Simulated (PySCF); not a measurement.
# TlSCl: from HF to coupled cluster

Aim: at the PBE0 minimum of singlet TlSCl, found before, compare methods on energies and levels.

Program: PySCF 2.14.0. Level of theory: several methods, basis Tl def2-TZVP with ECP60, S def2-TZVP, Cl def2-TZVP, scalar-relativistic core potentials, no spin–orbit coupling, density fitting. These are calculated values, not measurements.

### Step 1. Starting geometry

3 atoms, charge 0, spin multiplicity 1.

Bond lengths: Tl1–S2 2.219 Å, Tl1–Cl3 2.322 Å. Angles: S2–Tl1–Cl3 180.0°.

```xyz
3
charge 0 multiplicity 1
Tl    0.0000    0.0000   -0.0379
S     0.0000    0.0000   -2.2570
Cl    0.0000    0.0000    2.2845
```

### Step 2. PBE0

One driver script runs all steps and calls PySCF; scf.py shows the equivalent input of each level. Each SCF starts from the density of the minimum. The driver also runs the species with one electron less or more at the same geometry (one less: multiplicity 2, one more: multiplicity 2); their logs are not shown.

Input file scf.py:

```python
from pyscf import gto, scf, dft
mol = gto.M(atom='''
Tl     0.000000    -0.000000    -0.037852
S      0.000000    -0.000000    -2.257048
Cl    -0.000000     0.000000     2.284550''',
    basis={'Tl': 'def2-TZVP', 'S': 'def2-TZVP', 'Cl': 'def2-TZVP'},
    ecp={'Tl': 'def2-TZVP'},
    charge=0, spin=0)
mf = dft.RKS(mol, xc='PBE0')
mf.grids.atom_grid = (99, 590)
aux = {'Tl': 'def2-universal-JKFIT', 'S': 'def2-universal-JKFIT', 'Cl': 'def2-universal-JKFIT'}
mf = mf.density_fit(auxbasis=aux)
mf.kernel()
```

Output:

```text
init E= -1030.6869564602
  HOMO = -0.267016467814633  LUMO = -0.106661298078064  gap/eV = 4.36349
cycle= 1 E= -1030.68695646054  delta_E= -3.41e-10  |g|= 1.76e-05  |ddm|= 6.04e-05
  HOMO = -0.267013859205503  LUMO = -0.106660108481901  gap/eV = 4.36345
Extra cycle  E= -1030.68695646047  delta_E= 7.82e-11  |g|= 2.46e-05  |ddm|= 4.34e-05
converged SCF energy = -1030.68695646047
```

This level, with the species of one electron less or more, took 14 s on 4 threads, shared host.

* energy: -1030.686956 Eh
* one electron less (charge +1): -1030.349905 Eh (doublet, ⟨S²⟩ 0.76)
* one electron more (charge -1): -1030.724207 Eh (doublet, ⟨S²⟩ 0.75)
* Mulliken charge of Tl1: +0.71 e

### Step 3. HF

scf.py: that of step 2 with these lines changed.

```diff
@@ -9,2 +9 @@
-mf = dft.RKS(mol, xc='PBE0')
-mf.grids.atom_grid = (99, 590)
+mf = scf.RHF(mol)
```

Output, cut to the lines that bear on the results:

```text
[... the frontier levels of the middle cycles are left out ...]
init E= -1028.57883474264
  HOMO = -0.354767249789986  LUMO = 0.0213333995762415  gap/eV = 10.23422
cycle= 1 E= -1028.60314165289  delta_E= -0.0243  |g|= 0.0634  |ddm|= 0.553
  HOMO = -0.355653367545828  LUMO = 0.0176153620754681  gap/eV = 10.15716
cycle= 2 E= -1028.60443333745  delta_E= -0.00129  |g|= 0.0193  |ddm|= 0.105
  HOMO = -0.358319288500089  LUMO = 0.0200167549178429  gap/eV = 10.29505
cycle= 3 E= -1028.60457527389  delta_E= -0.000142  |g|= 0.0123  |ddm|= 0.0524
cycle= 4 E= -1028.60461566788  delta_E= -4.04e-05  |g|= 0.00182  |ddm|= 0.0124
cycle= 5 E= -1028.60461811499  delta_E= -2.45e-06  |g|= 0.000677  |ddm|= 0.00477
cycle= 6 E= -1028.60461842386  delta_E= -3.09e-07  |g|= 0.000242  |ddm|= 0.00138
cycle= 7 E= -1028.60461848196  delta_E= -5.81e-08  |g|= 0.0001  |ddm|= 0.000681
cycle= 8 E= -1028.60461848985  delta_E= -7.9e-09  |g|= 3.43e-05  |ddm|= 0.00023
cycle= 9 E= -1028.60461849144  delta_E= -1.59e-09  |g|= 1.21e-05  |ddm|= 0.000128
cycle= 10 E= -1028.60461849169  delta_E= -2.47e-10  |g|= 4.89e-06  |ddm|= 5.4e-05
  HOMO = -0.35700220639415  LUMO = 0.0198908168185744  gap/eV = 10.25578
Extra cycle  E= -1028.60461849171  delta_E= -2.36e-11  |g|= 2.71e-06  |ddm|= 1.44e-05
converged SCF energy = -1028.60461849171
```

This level, with the species of one electron less or more, took 4.9 s.

```
energy                        : -1028.604618 Eh
one electron less (charge +1) : -1028.314286 Eh (doublet, ⟨S²⟩ 0.76)
one electron more (charge -1) : -1028.612122 Eh (doublet, ⟨S²⟩ 0.77)
Mulliken charge of Tl1        : +0.89 e
```

### Step 4. PBE

scf.py: that of step 3 with these lines changed.

```diff
@@ -9 +9,2 @@
-mf = scf.RHF(mol)
+mf = dft.RKS(mol, xc='PBE')
+mf.grids.atom_grid = (99, 590)
```

Output, cut to the lines that bear on the results:

```text
[... the frontier levels of the middle cycles are left out ...]
init E= -1030.65744019084
  HOMO = -0.223096612227679  LUMO = -0.13630572608115  gap/eV = 2.36170
cycle= 1 E= -1030.66015784476  delta_E= -0.00272  |g|= 0.0494  |ddm|= 0.282
  HOMO = -0.237393775464652  LUMO = -0.140030503132055  gap/eV = 2.64939
cycle= 2 E= -1030.65344587529  delta_E= 0.00671  |g|= 0.148  |ddm|= 0.243
  HOMO = -0.22662224019622  LUMO = -0.138250589442239  gap/eV = 2.40472
cycle= 3 E= -1030.66094065961  delta_E= -0.00749  |g|= 0.0207  |ddm|= 0.188
cycle= 4 E= -1030.66104451954  delta_E= -0.000104  |g|= 0.00776  |ddm|= 0.0273
cycle= 5 E= -1030.66106327902  delta_E= -1.88e-05  |g|= 0.00146  |ddm|= 0.00914
cycle= 6 E= -1030.66106375228  delta_E= -4.73e-07  |g|= 0.000561  |ddm|= 0.00259
cycle= 7 E= -1030.66106387  delta_E= -1.18e-07  |g|= 0.000111  |ddm|= 0.000733
cycle= 8 E= -1030.66106387263  delta_E= -2.64e-09  |g|= 1.5e-05  |ddm|= 0.000118
cycle= 9 E= -1030.66106387267  delta_E= -3.14e-11  |g|= 5.01e-06  |ddm|= 1.56e-05
  HOMO = -0.226755458178491  LUMO = -0.137704351525084  gap/eV = 2.42320
Extra cycle  E= -1030.66106387266  delta_E= 3.64e-12  |g|= 5.97e-06  |ddm|= 1.01e-05
converged SCF energy = -1030.66106387266
```

This level, with the species of one electron less or more, took 26 s.

* energy: -1030.661064 Eh
* one electron less (charge +1): -1030.322800 Eh (doublet, ⟨S²⟩ 0.75)
* one electron more (charge -1): -1030.697389 Eh (doublet, ⟨S²⟩ 0.75)
* Mulliken charge of Tl1: +0.63 e

### Step 5. CCSD(T)

scf.py: that of step 4 with these lines changed.

```diff
@@ -9,2 +9 @@
-mf = dft.RKS(mol, xc='PBE')
-mf.grids.atom_grid = (99, 590)
+mf = scf.RHF(mol)
@@ -13,0 +13,3 @@
+from pyscf import cc
+mycc = cc.CCSD(mf, frozen=14).run()
+mycc.ccsd_t()
```

The SCF cycles repeat those of step 3.

Output:

```text
CCSD nocc = 13, nmo = 110
Init t2, MP2 energy = -1029.32138104402  E_corr(MP2) -0.716762552303351
RCCSD converged
E(RCCSD) = -1029.321527586485  E_corr = -0.7169090947725779
RCCSD(T) correction = -0.0303624599395329
```

This level took 1.7 min.

| Quantity | Value |
| --- | --- |
| energy | -1029.351890 Eh |
| MP2 correlation in its own fitting basis (same spin, opposite spin) | -0.71672 Eh (-0.22360, -0.49312) |
| CCSD, (T) | -0.71691, -0.03036 Eh; T1 0.018, D1 0.057 |

Left undone: coupled cluster skipped for cost (one electron less); coupled cluster skipped for cost (one electron more).

### Step 6. r2SCAN

scf.py: that of step 5 with these lines changed.

```diff
@@ -9 +9,2 @@
-mf = scf.RHF(mol)
+mf = dft.RKS(mol, xc='R2SCAN')
+mf.grids.atom_grid = (99, 590)
@@ -13,3 +13,0 @@
-from pyscf import cc
-mycc = cc.CCSD(mf, frozen=14).run()
-mycc.ccsd_t()
```

Output, cut to the lines that bear on the results:

```text
[... the frontier levels of the middle cycles are left out ...]
init E= -1031.00102864957
  HOMO = -0.233783988906337  LUMO = -0.133449330865931  gap/eV = 2.73025
cycle= 1 E= -1031.00200015496  delta_E= -0.000972  |g|= 0.0304  |ddm|= 0.178
  HOMO = -0.2407362034036  LUMO = -0.134598838590789  gap/eV = 2.88814
cycle= 2 E= -1031.00024434839  delta_E= 0.00176  |g|= 0.0786  |ddm|= 0.143
  HOMO = -0.235061217386633  LUMO = -0.134001684222757  gap/eV = 2.74997
cycle= 3 E= -1031.00226452504  delta_E= -0.00202  |g|= 0.0111  |ddm|= 0.106
cycle= 4 E= -1031.00229672809  delta_E= -3.22e-05  |g|= 0.00458  |ddm|= 0.0164
cycle= 5 E= -1031.00230332431  delta_E= -6.6e-06  |g|= 0.000746  |ddm|= 0.00511
cycle= 6 E= -1031.00230346248  delta_E= -1.38e-07  |g|= 0.000154  |ddm|= 0.00077
cycle= 7 E= -1031.00230346972  delta_E= -7.25e-09  |g|= 5.13e-05  |ddm|= 0.000226
cycle= 8 E= -1031.00230347037  delta_E= -6.53e-10  |g|= 5.77e-06  |ddm|= 4.22e-05
  HOMO = -0.235408773983037  LUMO = -0.133833507107263  gap/eV = 2.76400
Extra cycle  E= -1031.00230347031  delta_E= 6.59e-11  |g|= 1.5e-05  |ddm|= 2.44e-05
converged SCF energy = -1031.00230347031
```

This level, with the species of one electron less or more, took 38 s on 4 threads, shared host.

```
energy                        : -1031.002303 Eh
one electron less (charge +1) : -1030.664336 Eh (doublet, ⟨S²⟩ 0.76)
one electron more (charge -1) : -1031.040422 Eh (doublet, ⟨S²⟩ 0.75)
Mulliken charge of Tl1        : +0.70 e
```

### Step 7. B3LYP

scf.py: that of step 6 with these lines changed.

```diff
@@ -9 +9 @@
-mf = dft.RKS(mol, xc='R2SCAN')
+mf = dft.RKS(mol, xc='B3LYP')
```

Output, cut to the lines that bear on the results:

```text
[... the frontier levels of the middle cycles are left out ...]
init E= -1031.0688548831
  HOMO = -0.256529763490076  LUMO = -0.113721709954484  gap/eV = 3.88601
cycle= 1 E= -1031.07042035001  delta_E= -0.00157  |g|= 0.0172  |ddm|= 0.185
  HOMO = -0.261363778843901  LUMO = -0.115702584667362  gap/eV = 3.96364
cycle= 2 E= -1031.07029939235  delta_E= 0.000121  |g|= 0.0253  |ddm|= 0.0361
  HOMO = -0.258623900038539  LUMO = -0.115458181874137  gap/eV = 3.89574
cycle= 3 E= -1031.07045744056  delta_E= -0.000158  |g|= 0.00769  |ddm|= 0.0306
cycle= 4 E= -1031.07047284915  delta_E= -1.54e-05  |g|= 0.00247  |ddm|= 0.0107
cycle= 5 E= -1031.07047487802  delta_E= -2.03e-06  |g|= 0.000423  |ddm|= 0.00388
cycle= 6 E= -1031.07047491511  delta_E= -3.71e-08  |g|= 0.000133  |ddm|= 0.00046
cycle= 7 E= -1031.07047492092  delta_E= -5.81e-09  |g|= 2.2e-05  |ddm|= 0.000149
cycle= 8 E= -1031.07047492104  delta_E= -1.19e-10  |g|= 5e-06  |ddm|= 2.34e-05
  HOMO = -0.259307257321304  LUMO = -0.115615927205099  gap/eV = 3.91004
Extra cycle  E= -1031.07047492104  delta_E= 4.09e-12  |g|= 6.21e-06  |ddm|= 1.29e-05
converged SCF energy = -1031.07047492104
```

This level, with the species of one electron less or more, took 23 s.

| Item | Value |
| --- | --- |
| energy | -1031.070475 Eh |
| one electron less (charge +1) | -1030.730805 Eh (doublet, ⟨S²⟩ 0.75) |
| one electron more (charge -1) | -1031.109497 Eh (doublet, ⟨S²⟩ 0.75) |
| Mulliken charge of Tl1 | +0.66 e |

### Step 8. All levels side by side

| level | atomisation energy (kJ/mol) | vertical ionisation energy (eV) | vertical electron affinity (eV) | −ε(HOMO) (eV) | gap (eV) | dipole (D) | wall time |
| --- | --- | --- | --- | --- | --- | --- | --- |
| PBE0 | 570 | 9.17 | 1.01 | 7.27 | 4.36 | 1.81 | 14 s |
| HF | 291 | 7.90 | 0.20 | 9.71 | 10.26 | 2.33 | 4.9 s |
| PBE | 601 | 9.20 | 0.99 | 6.17 | 2.42 | 1.62 | 26 s |
| CCSD(T) | 530 | – | – | – | – | – | 1.7 min |
| r2SCAN | 587 | 9.20 | 1.04 | 6.41 | 2.76 | 1.74 | 38 s |
| B3LYP | 536 | 9.24 | 1.06 | 7.06 | 3.91 | 1.65 | 23 s |

Times are for 4 threads, shared host; PBE0 starts from its own converged density, so its time is not comparable. A dash stands where a species or a free atom was not run at that level, or the quantity is not defined.

Atomisation goes to high-spin atoms in their ground configurations, run at the same level, without zero-point energy.

### Step 9. Summary of results

| quantity | value |
| --- | --- |
| atomisation energy, CCSD(T) in this basis | 530 kJ/mol |
| vertical ionisation energy, range | 7.90 (HF) to 9.24 (B3LYP) eV |
| vertical electron affinity, range | 0.20 (HF) to 1.06 (B3LYP) eV |
| orbital gap, range | 2.42 (PBE) to 10.26 (HF) eV |
| T1, D1 | 0.018, 0.057 |

What this shows: In atomisation energy the functionals lie from +6 kJ/mol (B3LYP) to +71 kJ/mol (PBE) against CCSD(T). In a basis of this size CCSD(T) binds too weakly, often by tens of kJ/mol, while functionals are nearer their limits, so this ranks no functional. HF lacks the correlation that pairing electrons in bonds brings, so it binds too weakly, by 239 kJ/mol even against this CCSD(T). Without diffuse functions electron affinities tend to come out too low. Spin–orbit coupling, left out here, can matter for elements this heavy.
